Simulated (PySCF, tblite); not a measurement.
**C₂H₇FSi, a small molecule taken as a stand-in for a surface group (C site with back bonds [SiH3], C, F): NMR shifts, core binding energies and electronic excitations**

What NMR shifts, core binding energies and electronic excitations should one expect for `CC(F)[SiH3]`?

Computed with tblite 0.8.0 and PySCF 2.14.0; each step states its level. No surroundings beyond the atoms listed, unless a continuum is named. Atoms count from 0, parts from 1.

### Step 1. Starting point

11 atoms, charge 0, multiplicity 1; geometry: distance geometry start.

### Step 2. Geometry optimisation with GFN2-xTB

What the job is given:

```
{"job": {"kind": "relax", "xc": "GFN2-xTB", "basis": "xTB"}, "charge": 0, "multiplicity": 1}
C     -0.763058    -1.034387     0.653969
Si     0.675961    -0.700869    -0.387098
C     -0.882925    -0.005197     1.668210
F     -1.843066    -1.104081    -0.069766
H     -0.644024    -1.982762     1.148706
H      1.531565     0.219097     0.268189
H      1.371882    -1.880297    -0.679238
H      0.243183    -0.132731    -1.631306
H     -0.071035    -0.034945     2.298785
H     -0.966963     0.927926     1.234970
H     -1.756090    -0.212231     2.257670
```

Level: GFN2-xTB geometry optimisation, gas phase.

Command:

```bash
OMP_NUM_THREADS=1 python cluster_run.py task.json out
```

This one command runs all jobs of the session in turn.

The log of the run:

```text
step      E/eV     max force
  0    -388.51676    3.762
  1    -388.93773    1.302
  2    -389.11270    0.770
  3    -389.16229    0.406
  4    -389.18099    0.332
  5    -389.19621    0.237
  6    -389.20350    0.267
  7    -389.20785    0.228
  8    -389.21143    0.155
  9    -389.21469    0.157
 10    -389.21740    0.146
 11    -389.21944    0.119
 12    -389.22073    0.088
 13    -389.22168    0.084
 14    -389.22263    0.102
 15    -389.22372    0.127
 16    -389.22486    0.113
 17    -389.22575    0.069
 18    -389.22629    0.056
 19    -389.22670    0.052
 20    -389.22718    0.067
 21    -389.22768    0.057
 22    -389.22809    0.054
 23    -389.22839    0.045
 24    -389.22869    0.061
 25    -389.22906    0.064
 26    -389.22937    0.042
 27    -389.22954    0.036
 28    -389.22963    0.031
 29    -389.22972    0.028
 30    -389.22986    0.035
 31    -389.23001    0.034
 32    -389.23014    0.029
 33    -389.23026    0.033
 34    -389.23042    0.045
 35    -389.23067    0.050
 36    -389.23098    0.051
 37    -389.23126    0.039
 38    -389.23151    0.045
 39    -389.23181    0.060
 40    -389.23220    0.062
 41    -389.23264    0.063
 42    -389.23314    0.065
 43    -389.23393    0.091
 44    -389.23556    0.167
 45    -389.23837    0.278
 46    -389.24261    0.298
 47    -389.24494    0.396
 48    -389.24994    0.157
 49    -389.25289    0.080
 50    -389.25379    0.107
 51    -389.25537    0.120
 52    -389.25700    0.102
 53    -389.25889    0.068
 54    -389.25975    0.049
 55    -389.26016    0.044
 56    -389.26051    0.044
 57    -389.26082    0.047
 58    -389.26076    0.060
 59    -389.26115    0.028
 60    -389.26125    0.026
 61    -389.26143    0.026
 62    -389.26159    0.026
 63    -389.26193    0.034
 64    -389.26216    0.043
 65    -389.26234    0.041
 66    -389.26247    0.029
 67    -389.26256    0.022
 68    -389.26262    0.018
 69    -389.26267    0.021
 70    -389.26270    0.022
 71    -389.26276    0.021
 72    -389.26286    0.032
 73    -389.26301    0.039
 74    -389.26312    0.031
 75    -389.26318    0.020
 76    -389.26322    0.019
 77    -389.26328    0.023
 78    -389.26336    0.034
 79    -389.26347    0.037
 80    -389.26359    0.029
 81    -389.26370    0.028
 82    -389.26380    0.027
 83    -389.26388    0.023
 84    -389.26392    0.015
 85    -389.26395    0.011
 86    -389.26397    0.011
 87    -389.26399    0.012
 88    -389.26401    0.011
 89    -389.26402    0.008
```

Wall time 0.44 s (1 thread of AMD EPYC 9R45, shared host).

The steps of the relaxation:

| step | energy from step 0 (eV) | largest force (eV/Å) |
| --- | --- | --- |
| 0 | 0.0000 | 3.7621 |
| 3 | -0.6455 | 0.4061 |
| 6 | -0.6867 | 0.2674 |
| 9 | -0.6979 | 0.1570 |
| 12 | -0.7040 | 0.0875 |
| 15 | -0.7070 | 0.1269 |
| 18 | -0.7095 | 0.0556 |
| 21 | -0.7109 | 0.0570 |
| 24 | -0.7119 | 0.0610 |
| 27 | -0.7128 | 0.0362 |
| 30 | -0.7131 | 0.0357 |
| 33 | -0.7135 | 0.0330 |
| 36 | -0.7142 | 0.0510 |
| 39 | -0.7151 | 0.0604 |
| 42 | -0.7164 | 0.0649 |
| 45 | -0.7216 | 0.2772 |
| 48 | -0.7332 | 0.1570 |
| 51 | -0.7386 | 0.1201 |
| 54 | -0.7430 | 0.0492 |
| 57 | -0.7441 | 0.0469 |
| 60 | -0.7445 | 0.0266 |
| 63 | -0.7452 | 0.0340 |
| 66 | -0.7457 | 0.0291 |
| 69 | -0.7459 | 0.0210 |
| 72 | -0.7461 | 0.0319 |
| 75 | -0.7464 | 0.0200 |
| 78 | -0.7466 | 0.0340 |
| 81 | -0.7469 | 0.0282 |
| 84 | -0.7472 | 0.0150 |
| 87 | -0.7472 | 0.0116 |
| 89 | -0.7473 | 0.0077 |

Close pairs (by a distance rule), those that changed most:

| bond | before (Å) | after (Å) | change (Å) |
| --- | --- | --- | --- |
| C0–Si1 | 1.807 | 1.923 | +0.116 |
| C0–F3 | 1.302 | 1.396 | +0.094 |
| C0–C2 | 1.450 | 1.519 | +0.069 |
| Si1–H6 | 1.400 | 1.460 | +0.060 |
| C2–H8 | 1.028 | 1.087 | +0.058 |
| C2–H9 | 1.032 | 1.088 | +0.055 |
| Si1–H5 | 1.417 | 1.464 | +0.047 |
| Si1–H7 | 1.435 | 1.461 | +0.027 |

### Step 3. Relaxing the molecule at PBE0-D3(BJ)/def2-SVP

What the job is given:

```
{"job": {"xc": "PBE0", "basis": "def2-SVP", "d3": "d3bj", "grid": 2, "kind": "geom", "shake": 0.01}, "charge": 0, "multiplicity": 1}
C     -0.333962    -0.580916     0.165013
Si     1.064847    -0.181106    -1.076401
C     -0.781278     0.621484     1.019517
F     -1.430691    -0.959590    -0.585482
H     -0.120536    -1.423519     0.787439
H      2.246447     0.157470    -0.274837
H      1.302598    -1.372544    -1.884738
H      0.676692     0.963671    -1.903928
H      0.076124     0.926502     1.670603
H     -1.057065     1.463916     0.416064
H     -1.610489     0.356133     1.677051
```

The log of the run:

```text
step   0  E = -469.19804683  max force = 0.034773
step   1  E = -469.20245329  max force = 0.007541
step   2  E = -469.20263891  max force = 0.001001
step   3  E = -469.20265295  max force = 0.000419
optimisation converged
```

Run time: 8.1 s. Hardware: 1 thread of AMD EPYC 9R45, shared host; peak memory 0.51 GiB.

Along the way:

| step | energy from step 0 (eV) | largest force component (eV/Å) |
| --- | --- | --- |
| 0 | 0.0000 | 1.7881 |
| 1 | -0.1199 | 0.3878 |
| 2 | -0.1250 | 0.0515 |
| 3 | -0.1253 | 0.0215 |

Distances of close pairs at the start and the end, largest changes first:

| bond | before (Å) | after (Å) | change (Å) |
| --- | --- | --- | --- |
| C0–H4 | 1.069 | 1.106 | +0.037 |
| Si1–H6 | 1.459 | 1.492 | +0.033 |
| C0–C2 | 1.541 | 1.512 | -0.029 |
| Si1–H5 | 1.467 | 1.496 | +0.029 |
| Si1–H7 | 1.465 | 1.493 | +0.029 |
| C2–H9 | 1.072 | 1.101 | +0.028 |
| C2–H8 | 1.119 | 1.101 | -0.018 |
| C2–H10 | 1.091 | 1.101 | +0.010 |

The final coordinates are the input of the step that follows.

| at the end point | value |
| --- | --- |
| point group (found at 0.08 Å tolerance) | C1 |
| rotational constants (GHz, main isotopes) | 8.104, 4.131, 3.041 |
| dipole moment (D) | 1.63 |

### Step 4. NMR shieldings: PBE0/pcSseg-2

What the job is given:

```
{"job": {"kind": "nmr", "xc": "PBE0", "basis": "pcSseg-2"}, "charge": 0, "multiplicity": 1}
C     -0.408466    -0.554588     0.130955
Si     1.047100    -0.234556    -1.062804
C     -0.776263     0.628817     0.997333
F     -1.506281    -0.911753    -0.645967
H     -0.165798    -1.422873     0.772210
H      2.275475     0.093310    -0.274356
H      1.299823    -1.449241    -1.891213
H      0.707367     0.916590    -1.951508
H      0.066088     0.913361     1.646690
H     -1.046525     1.499722     0.380834
H     -1.637797     0.384366     1.637811
```

Method: GIAO PBE0/pcSseg-2 NMR shielding, non-relativistic, gas phase.

The log of the run:

```text
coarse grid: 9224 points
cycle   1  E = -469.4686308910  dE =  4.570e-02  |g| = 4.798e-01  |ddm| = 2.112e+00
cycle   2  E = -469.4353009261  dE =  3.333e-02  |g| = 6.861e-01  |ddm| = 6.655e-01
cycle   3  E = -469.5081115855  dE = -7.281e-02  |g| = 6.765e-02  |ddm| = 4.175e-01
cycle   4  E = -469.5087567782  dE = -6.452e-04  |g| = 2.820e-02  |ddm| = 4.399e-02
cycle   5  E = -469.5089360555  dE = -1.793e-04  |g| = 4.522e-03  |ddm| = 1.925e-02
cycle   6  E = -469.5089399996  dE = -3.944e-06  |g| = 7.880e-04  |ddm| = 3.636e-03
final grid: 83552 points
cycle   7  E = -469.5137943770  dE = -6.409e-05  |g| = 6.621e-03  |ddm| = 2.644e-02
cycle   8  E = -469.5137871268  dE =  7.250e-06  |g| = 8.968e-03  |ddm| = 8.784e-03
cycle   9  E = -469.5138044522  dE = -1.733e-05  |g| = 8.892e-04  |ddm| = 4.891e-03
cycle  10  E = -469.5138045522  dE = -9.995e-08  |g| = 3.881e-04  |ddm| = 7.301e-04
cycle  11  E = -469.5138045764  dE = -2.422e-08  |g| = 3.959e-05  |ddm| = 2.245e-04
cycle  12  E = -469.5138045766  dE = -2.437e-10  |g| = 1.359e-05  |ddm| = 3.542e-05
converged SCF energy = -469.5138045766

GIAO shielding tensors (ppm)
atom      isotropic    diamagn.    paramagn.     s11        s22        s33       span
  0 C       98.389     239.441    -141.051     52.534     72.334    170.300    117.766
  1 Si     406.250     878.241    -471.991    367.050    398.800    452.899     85.849
  2 C      162.645     243.040     -80.395    145.370    160.205    182.361     36.992
  3 F      407.115     467.218     -60.104    370.435    391.599    459.310     88.876
  4 H       26.423      29.615      -3.192     24.347     25.947     28.974      4.627
  5 H       27.441      29.039      -1.599     24.554     25.708     32.061      7.507
  6 H       27.167      28.509      -1.342     24.248     25.282     31.971      7.723
  7 H       27.422      28.946      -1.523     24.780     26.089     31.398      6.617
  8 H       30.078      29.953       0.125     26.246     28.119     35.869      9.623
  9 H       29.779      29.990      -0.211     26.246     28.706     34.384      8.138
 10 H       29.437      28.559       0.878     25.621     27.221     35.469      9.848
```

Wall time 12 s (1 thread of AMD EPYC 9R45, shared host); peak memory 1.1 GiB.

Shifts follow as δ = σ(reference) − σ, with reference shieldings (ppm) from runs at the same level and on the same kind of geometry: ¹H TMS 31.25, ¹³C TMS 184.1, ²⁹Si TMS 341.3, ¹⁹F CFCl3 175.8. The references are single molecules in the gas phase, so shifts against H2O, NH3, PH3, H3PO4 or CFCl3 are not on the usual liquid scales and can be off by tens of ppm.

| atoms | environment | σ (ppm) | δ (ppm) |
| --- | --- | --- | --- |
| C0 | carbon bonded to C, F, Si, H | 98.4 | 85.7 |
| C2 | carbon bonded to C, 3 H | 162.6 | 21.5 |
| H4 | hydrogen on a carbon bonded to C, F, Si | 26.42 | 4.82 |
| H6 | hydrogen on a silicon bonded to C | 27.17 | 4.08 |
| H7 | hydrogen on a silicon bonded to C | 27.42 | 3.82 |
| H5 | hydrogen on a silicon bonded to C | 27.44 | 3.80 |
| H10 | hydrogen on a carbon bonded to C | 29.44 | 1.81 |
| H9 | hydrogen on a carbon bonded to C | 29.78 | 1.47 |
| H8 | hydrogen on a carbon bonded to C | 30.08 | 1.17 |
| Si1 | silicon bonded to C, 3 H | 406.2 | -65.0 |
| F3 | fluorine bonded to C | 407.1 | -231.3 |

Charges from the same density, by scheme (e):

| atoms | Mulliken | IAO | Hirshfeld | ESP fit |
| --- | --- | --- | --- | --- |
| C0 | 0.04 | -0.07 | -0.03 | 0.29 |
| Si1 | 0.55 | 0.59 | 0.31 | 0.17 |
| C2 | -0.07 | -0.44 | -0.13 | -0.47 |
| F3 | -0.30 | -0.34 | -0.12 | -0.27 |

Mayer bond orders: C0–Si1 0.92, C0–C2 0.97, C0–F3 0.86.

### Step 5. Core-electron binding energies: SCAN, X2C

Settings changed since step 4:

```diff
@@ -1,2 +1,2 @@
-{"job": {"kind": "nmr", "xc": "PBE0", "basis": "pcSseg-2"}, "charge": 0, "multiplicity": 1}
+{"job": {"kind": "xps", "holes": 5}, "charge": 0, "multiplicity": 1}
 C     -0.408466    -0.554588     0.130955
```

Level: delta-SCF UKS SCAN, pcX-2 on the ionised atom, pcseg-1 elsewhere, spin-free X2C.

The log of the run:

```text
ground state, core basis on atom 0 (C), 126 functions
  cycle   1  E = -470.27273335  |g| = 4.63e-01
  cycle   2  E = -470.22403140  |g| = 7.00e-01
  cycle   3  E = -470.31502446  |g| = 9.96e-02
  cycle   4  E = -470.31658520  |g| = 3.88e-02
  cycle   5  E = -470.31693405  |g| = 7.01e-03
  cycle   6  E = -470.31694302  |g| = 3.14e-03
  cycle   7  E = -470.31694589  |g| = 3.94e-04
  E(ground) = -470.34740893 Eh
hole in C 1s of atom 0
  cycle   1  E = -458.99903309  |g| = 1.51e+00
  cycle   2  E = -457.06273012  |g| = 2.39e+00
  cycle   3  E = -459.45511541  |g| = 4.81e-01
  cycle   4  E = -459.51870209  |g| = 3.72e-01
  cycle   5  E = -459.56141808  |g| = 1.12e-01
  cycle   6  E = -459.56575324  |g| = 1.19e-02
  cycle   7  E = -459.56583620  |g| = 6.71e-03
  cycle   8  E = -459.56586736  |g| = 3.07e-03
  cycle   9  E = -459.56587476  |g| = 1.58e-03
  cycle  10  E = -459.56587799  |g| = 4.32e-04
  E(ion) = -459.59661517 Eh   <S^2> = 0.7735   hole on atom = 1.000   binding energy = 292.544 eV
ground state, core basis on atom 1 (Si), 137 functions
  cycle   1  E = -470.40421838  |g| = 2.86e-01
  cycle   2  E = -470.40427270  |g| = 3.45e-02
  cycle   3  E = -470.40419105  |g| = 3.41e-02
  cycle   4  E = -470.40435650  |g| = 1.17e-02
  cycle   5  E = -470.40437824  |g| = 1.38e-03
  cycle   6  E = -470.40437896  |g| = 1.66e-04
  E(ground) = -470.39415799 Eh
hole in Si 2p of atom 1
  cycle   1  E = -466.13652533  |g| = 1.23e+00
  cycle   2  E = -466.09954220  |g| = 1.02e+00
  cycle   3  E = -466.42843162  |g| = 2.47e-01
  cycle   4  E = -466.45153872  |g| = 1.27e-01
  cycle   5  E = -466.45614812  |g| = 3.95e-02
  cycle   6  E = -466.45679833  |g| = 1.21e-02
  cycle   7  E = -466.45686713  |g| = 3.56e-03
  cycle   8  E = -466.45687480  |g| = 7.84e-04
  cycle   9  E = -466.45687470  |g| = 2.14e-04
  E(ion) = -466.45847985 Eh   <S^2> = 0.7522   hole on atom = 1.002   binding energy = 107.095 eV
  2p3/2 = 106.883 eV   2p1/2 = 107.506 eV
ground state, core basis on atom 2 (C), 126 functions
  cycle   1  E = -470.31148209  |g| = 5.96e-02
  cycle   2  E = -470.31150570  |g| = 2.19e-02
  cycle   3  E = -470.31157197  |g| = 1.75e-02
  cycle   4  E = -470.31164436  |g| = 3.97e-03
  cycle   5  E = -470.31164919  |g| = 8.24e-04
  cycle   6  E = -470.31164860  |g| = 1.39e-04
  E(ground) = -470.34282667 Eh
hole in C 1s of atom 2
  cycle   1  E = -459.06038372  |g| = 1.50e+00
  cycle   2  E = -458.48838383  |g| = 1.76e+00
  cycle   3  E = -459.56664358  |g| = 3.64e-01
  cycle   4  E = -459.59278099  |g| = 2.65e-01
  cycle   5  E = -459.61507179  |g| = 4.23e-02
  cycle   6  E = -459.61562877  |g| = 7.87e-03
  cycle   7  E = -459.61565571  |g| = 5.40e-03
  cycle   8  E = -459.61567270  |g| = 1.61e-03
  cycle   9  E = -459.61567526  |g| = 6.87e-04
  cycle  10  E = -459.61567474  |g| = 1.52e-04
  E(ion) = -459.64576081 Eh   <S^2> = 0.7677   hole on atom = 1.000   binding energy = 291.082 eV
ground state, core basis on atom 3 (F), 126 functions
  cycle   1  E = -470.35704185  |g| = 1.15e-01
  cycle   2  E = -470.35689486  |g| = 4.25e-02
  cycle   3  E = -470.35672013  |g| = 5.63e-02
  cycle   4  E = -470.35714951  |g| = 4.01e-03
  cycle   5  E = -470.35715411  |g| = 7.06e-04
  cycle   6  E = -470.35715561  |g| = 8.88e-05
  E(ground) = -470.39019305 Eh
hole in F 1s of atom 3
  cycle   1  E = -444.02015050  |g| = 2.58e+00
  cycle   2  E = -443.78257451  |g| = 2.22e+00
  cycle   3  E = -444.84043490  |g| = 4.18e-01
  cycle   4  E = -444.88405715  |g| = 2.47e-01
  cycle   5  E = -444.91558739  |g| = 4.30e-02
  cycle   6  E = -444.91638078  |g| = 1.10e-02
  cycle   7  E = -444.91645235  |g| = 2.36e-03
  cycle   8  E = -444.91645493  |g| = 1.31e-03
  cycle   9  E = -444.91645628  |g| = 2.77e-04
  E(ion) = -444.95527482 Eh   <S^2> = 0.7573   hole on atom = 1.000   binding energy = 692.119 eV
```

Wall time 8.6 s (1 thread of AMD EPYC 9R45, shared host); peak memory 0.45 GiB.

Binding energies by hole, beside the orbital energy of the ground state; the difference holds orbital relaxation and, for a density functional, its self-interaction error:

| hole | stands for | environment | ΔSCF (eV; 2p as the shell's mean) | −ε (eV) | ⟨S²⟩ |
| --- | --- | --- | --- | --- | --- |
| C1s on C0 | C0 | carbon bonded to C, F, Si, H | 292.54 | 275.6 | 0.773 |
| Si2p on Si1 | Si1 | silicon bonded to C, 3 H | 107.09 | 96.2 | 0.752 |
| C1s on C2 | C2 | carbon bonded to C, 3 H | 291.08 | 273.8 | 0.768 |
| F1s on F3 | F3 | fluorine bonded to C | 692.12 | 666.3 | 0.757 |

With the spin-orbit splitting: Si1 2p3/2 106.88, 2p1/2 107.51 eV. The table gives each 2p level as the mean over the whole 2p shell (two parts 2p3/2, one part 2p1/2), which differs a little from the single hole in the log.

### Step 6. TDDFT and polarisability: CAM-B3LYP/def2-SVPD

Settings changed since step 5:

```diff
@@ -1,2 +1,2 @@
-{"job": {"kind": "xps", "holes": 5}, "charge": 0, "multiplicity": 1}
+{"job": {"kind": "uv", "xc": "CAM-B3LYP", "basis": "def2-SVPD", "nstates": 6, "ntriplets": 2, "ip": true}, "charge": 0, "multiplicity": 1}
 C     -0.408466    -0.554588     0.130955
```

With the program's defaults for keys left out, this is: TDDFT CAM-B3LYP/def2-SVPD, vertical, gas phase, core orbitals frozen in the response.

The log of the run:

```text
coarse grid: 9224 points
cycle   1  E = -469.3581255544  dE =  6.637e-02  |g| = 4.469e-01  |ddm| = 3.611e+00
cycle   2  E = -469.3481714668  dE =  9.954e-03  |g| = 5.610e-01  |ddm| = 8.390e-01
cycle   3  E = -469.3977803354  dE = -4.961e-02  |g| = 4.381e-02  |ddm| = 4.028e-01
cycle   4  E = -469.3981145701  dE = -3.342e-04  |g| = 1.851e-02  |ddm| = 8.038e-02
cycle   5  E = -469.3981967563  dE = -8.219e-05  |g| = 4.050e-03  |ddm| = 3.022e-02
cycle   6  E = -469.3982009382  dE = -4.182e-06  |g| = 2.924e-04  |ddm| = 7.547e-03
final grid: 83552 points
cycle   7  E = -469.4637773942  dE = -1.535e-05  |g| = 3.645e-03  |ddm| = 2.962e-02
cycle   8  E = -469.4637763793  dE =  1.015e-06  |g| = 4.556e-03  |ddm| = 7.184e-03
cycle   9  E = -469.4637799343  dE = -3.555e-06  |g| = 2.840e-04  |ddm| = 3.151e-03
cycle  10  E = -469.4637799494  dE = -1.504e-08  |g| = 1.243e-04  |ddm| = 4.657e-04
cycle  11  E = -469.4637799532  dE = -3.809e-09  |g| = 1.423e-05  |ddm| = 1.792e-04
cycle  12  E = -469.4637799533  dE = -7.958e-11  |g| = 3.700e-06  |ddm| = 3.614e-05
converged SCF energy = -469.4637799533

Static polarisability (au): isotropic 55.174, principal 51.018 52.976 61.530

Singlet excitations
state   eV       nm        f      main configurations
  1   7.7555    159.9   0.01544   H->L 0.83
  2   8.1637    151.9   0.00466   H->L+3 0.79, H->L 0.09
  3   8.4531    146.7   0.01607   H->L+2 0.78, H->L+4 0.08
  4   8.7707    141.4   0.23374   H->L+1 0.69, H-1->L 0.10
  5   8.8809    139.6   0.02603   H-1->L 0.48, H-1->L+1 0.17, H->L+1 0.13
  6   9.0132    137.6   0.01914   H-2->L 0.56, H-2->L+1 0.16

Triplet excitations (Tamm-Dancoff, eV): 7.3167 7.5878
Vertical ionisation energy (delta-SCF) = 10.7330 eV
```

Wall time 17 s (1 thread of AMD EPYC 9R45, shared host); peak memory 0.74 GiB.

Frontier orbitals and where they lie:

| orbital | eV | atoms |
| --- | --- | --- |
| HOMO−3 | -11.54 | F3 27 %, Si1 19 %, H7 14 % |
| HOMO−2 | -11.24 | Si1 40 %, H5 29 %, H6 16 % |
| HOMO−1 | -10.99 | Si1 24 %, H7 16 %, C0 14 % |
| HOMO | -9.80 | C0 30 %, F3 22 %, Si1 20 % |
| LUMO | 1.11 | Si1 32 %, C2 15 %, C0 10 % |
| LUMO+1 | 1.55 | Si1 48 %, H7 14 %, H6 13 % |
| LUMO+2 | 1.87 | Si1 29 %, C2 15 %, H10 10 % |

With each of the 6 states as a Gaussian band of 0.4 eV half-width at 1/e, the curve within the window shown has maxima at 141 nm (ε 11,000) L/(mol cm). Beyond the last state computed it falls off for lack of states. The curve at chosen wavelengths:

```csv
nm,ε (L/mol/cm)
133,2280
135,4697
136,6191
138,9156
139,10315
141,11351
143,10476
144,9477
146,6974
147,5712
149,3577
151,2150
152,1688
154,1138
155,993
157,844
159,766
160,728
162,632
163,573
165,443
167,314
168,257
170,161
171,124
173,69
```

Further results of this job:

| property | computed |
| --- | --- |
| dipole moment (D) | 1.81 |
| polarisability (Å³) | 8.18 |
| HOMO–LUMO gap (eV) | 10.91 |
| −ε(HOMO) (eV) | 9.80 |

### Step 7. Summary of results

| quantity | value |
| --- | --- |
| point group | C1 |
| rotational constants (main isotopes) | 8.10, 4.13, 3.04 GHz |
| ¹³C shifts against TMS (PBE0/pcSseg-2) | 85.7, 21.5 ppm |
| ¹H shifts against TMS (PBE0/pcSseg-2) | 4.82, 4.08, 3.82, 3.80, 1.81, 1.47, 1.17 ppm |
| ²⁹Si shifts against TMS (PBE0/pcSseg-2) | -65.0 ppm |
| ¹⁹F shifts against CFCl3 (PBE0/pcSseg-2) | -231.3 ppm |
| C1s binding energies, SCAN/pcX-2 | C0 292.54, C2 291.08 eV |
| Si2p binding energies, SCAN/pcX-2 | Si1 107.09 eV |
| F1s binding energies, SCAN/pcX-2 | F3 692.12 eV |
| lowest singlet (CAM-B3LYP/def2-SVPD) | 7.76 eV (160 nm), f = 0.015 |
| brightest single state of those computed | state 4, 8.77 eV, f = 0.234 |
| lowest triplet | 7.32 eV |
| vertical ionisation energy (ΔSCF) | 10.73 eV |

In words: The start of the PBE0/def2-SVP relaxation was shaken at random by about 0.01 Å, so part of the energy gained, and of the first lengths quoted, undoes that. Over 3 steps the energy fell by 0.125 eV; of the close pairs, C0–H4 changed most, 1.069 to 1.106 Å (PBE0/def2-SVP). Hydrogens of an XH3 group are listed apart at this fixed geometry; free rotation makes them one line at their mean. At PBE0/pcSseg-2: The largest span, 118 ppm, is at C0, where the paramagnetic term is -141 ppm. At SCAN/pcX-2: C0 (carbon bonded to C, F, Si, H) binds its C1s electron 1.46 eV more tightly than C2 (carbon bonded to C, 3 H). The first singlet state (HOMO→LUMO 0.83) lies at 7.76 eV and is weak; of the 6 states computed, the strongest absorption comes from state 4 at 8.77 eV. The lowest triplet lies 0.44 eV below the lowest singlet (triplets in Tamm-Dancoff, singlets in full TDDFT). ΔSCF puts the ionisation energy at 10.73 eV, 0.93 eV above −ε(HOMO). A capped cluster stands for the solid here, so long-range fields and strain are missing, and bands or shifts of the capping hydrogens have no counterpart in it.
